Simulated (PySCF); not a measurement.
**C4H8B2BrF: electronic excitations**

Aim: predict the electronic excitations of C4H8B2BrF (`FB(Br)[C@H]1CBCC1`).

Programs: PySCF 2.14.0, with density-fitted response routines of our own. Each step states its level of theory. These are calculated values for one molecule in the gas phase, unless marked as measured. Atoms are numbered from 0 throughout.

## 1. The starting structure

16 atoms, charge 0, multiplicity 1; geometry from: GFN2-xTB.

Bonds of the start (Å): F0–B1 1.32, B1–Br2 1.88, B1–C3 1.58, C3–C4 1.56, C4–B5 1.57, B5–C6 1.57, C6–C7 1.54, C7–C3 1.55, C3–H8 1.10, C4–H9 1.09, C4–H10 1.10, B5–H11 1.17, C6–H12 1.09, C6–H13 1.09, C7–H14 1.09, C7–H15 1.09.

## 2. Excited states and response: wB97X-D/def2-SVPD

Job settings and geometry (Å):

```
{"job": {"kind": "uv", "xc": "wB97X-D", "basis": "def2-SVPD", "nstates": 8, "ntriplets": 3}, "charge": 0, "multiplicity": 1}
F      2.717127    -0.541129    -0.546820
B      2.143520     0.151402     0.417608
Br     3.322438     0.963116     1.641543
C      0.574575     0.292800     0.480120
C      0.009105     1.027679    -0.772322
B     -1.469412     0.508090    -0.923978
C     -1.616272    -0.717786     0.045982
C     -0.181608    -1.054613     0.482397
H      0.249640     0.857064     1.362062
H      0.152082     2.106205    -0.698615
H      0.565981     0.710840    -1.661581
H     -2.283439     0.956521    -1.627141
H     -2.190564    -0.391657     0.919249
H     -2.134904    -1.595200    -0.339191
H      0.270696    -1.726609    -0.250202
H     -0.136565    -1.537778     1.459476
```

Method: TDDFT wB97X-D/def2-SVPD, vertical, gas phase, core orbitals frozen in the response.

Command:

```bash
$ OMP_NUM_THREADS=1 python probes_run.py task.json out
```

This one command runs all jobs of the session in turn.

Log:

```text
coarse grid: 63488 points
cycle   1  E = -2880.4111752339  dE =  1.430e-01  |g| = 5.533e-01  |ddm| = 5.991e+00
cycle   2  E = -2880.4240321363  dE = -1.286e-02  |g| = 5.820e-01  |ddm| = 1.488e+00
cycle   3  E = -2880.4820145559  dE = -5.798e-02  |g| = 6.001e-02  |ddm| = 6.174e-01
cycle   4  E = -2880.4826897166  dE = -6.752e-04  |g| = 2.878e-02  |ddm| = 1.409e-01
cycle   5  E = -2880.4828954812  dE = -2.058e-04  |g| = 5.824e-03  |ddm| = 5.834e-02
cycle   6  E = -2880.4829046593  dE = -9.178e-06  |g| = 1.130e-03  |ddm| = 1.614e-02
final grid: 134904 points
cycle   7  E = -2880.4826093151  dE = -1.462e-06  |g| = 8.149e-04  |ddm| = 1.654e-02
cycle   8  E = -2880.4826093988  dE = -8.372e-08  |g| = 7.788e-04  |ddm| = 2.993e-03
cycle   9  E = -2880.4826095107  dE = -1.119e-07  |g| = 1.017e-04  |ddm| = 9.810e-04
cycle  10  E = -2880.4826095152  dE = -4.464e-09  |g| = 5.798e-05  |ddm| = 3.544e-04
cycle  11  E = -2880.4826095164  dE = -1.216e-09  |g| = 1.168e-05  |ddm| = 1.720e-04
cycle  12  E = -2880.4826095165  dE = -7.913e-11  |g| = 4.080e-06  |ddm| = 3.596e-05
converged SCF energy = -2880.4826095165

Static polarisability (au): isotropic 91.139, principal 76.794 83.465 113.159

Singlet excitations
state   eV       nm        f      main configurations
  1   5.9464    208.5   0.00009   H-1->L 0.55, H->L 0.22, H-2->L 0.11
  2   6.1879    200.4   0.00373   H->L+1 0.85
  3   6.3093    196.5   0.00085   H-3->L 0.43, H->L 0.13, H-4->L 0.12
  4   6.8906    179.9   0.00566   H-3->L+1 0.44, H-1->L+1 0.34
  5   7.2949    170.0   0.01017   H-5->L 0.53, H->L 0.26
  6   7.3206    169.4   0.20269   H-2->L+1 0.62, H-1->L+1 0.20
  7   7.5800    163.6   0.02157   H-4->L 0.71, H-3->L 0.11, H-5->L 0.09
  8   7.7347    160.3   0.00473   H-6->L 0.75, H-2->L 0.10

Triplet excitations (Tamm-Dancoff, eV): 5.4543 5.8039 5.8673
```

It took 55 s on 1 thread of Arm Neoverse V2, shared host; peak memory 1.2 GiB.

The orbitals next to the gap, with their largest atomic shares:

```tsv
orbital	eV	atoms
HOMO−3	-10.99	Br2 21 %, B5 15 %, C6 13 %
HOMO−2	-10.84	Br2 60 %, B1 9 %, C6 8 %
HOMO−1	-10.68	Br2 31 %, B5 17 %, C4 15 %
HOMO	-10.10	Br2 53 %, C3 13 %, B1 11 %
LUMO	0.82	B5 46 %, C4 13 %, C6 13 %
LUMO+1	1.13	B1 40 %, Br2 22 %, F0 14 %
LUMO+2	1.65	B1 36 %, Br2 21 %, B5 17 %
```

With each of the 8 states as a Gaussian band of 0.4 eV half-width at 1/e, the curve within the window shown has maxima at 169 nm (ε 9,300) L/(mol cm). Beyond the last state computed it falls off for lack of states. The curve at chosen wavelengths:

```tsv
nm	ε (L/mol/cm)
154	701
157	1860
160	3891
163	6470
166	8623
169	9332
172	8334
176	5494
179	3389
182	1865
185	959
188	501
191	305
194	234
197	212
200	199
203	178
206	149
209	115
213	73
216	48
219	30
222	17
225	10
228	5
231	3
```

Further results of this job:

```tsv
property	computed
dipole moment (D)	1.74
polarisability (Å³)	13.51
HOMO–LUMO gap (eV)	10.92
−ε(HOMO) (eV)	10.10
```

## 3. Summary of results

| quantity | value |
| --- | --- |
| lowest singlet (wB97X-D/def2-SVPD) | 5.95 eV (209 nm), f = 0.000 |
| brightest single state of those computed | state 6, 7.32 eV, f = 0.203 |
| lowest triplet | 5.45 eV |

In words: The first singlet state (HOMO−1→LUMO 0.55, HOMO→LUMO 0.22) lies at 5.95 eV and is dark; of the 8 states computed, the strongest absorption comes from state 6 at 7.32 eV. The lowest triplet lies 0.49 eV below the lowest singlet (triplets in Tamm-Dancoff, singlets in full TDDFT).
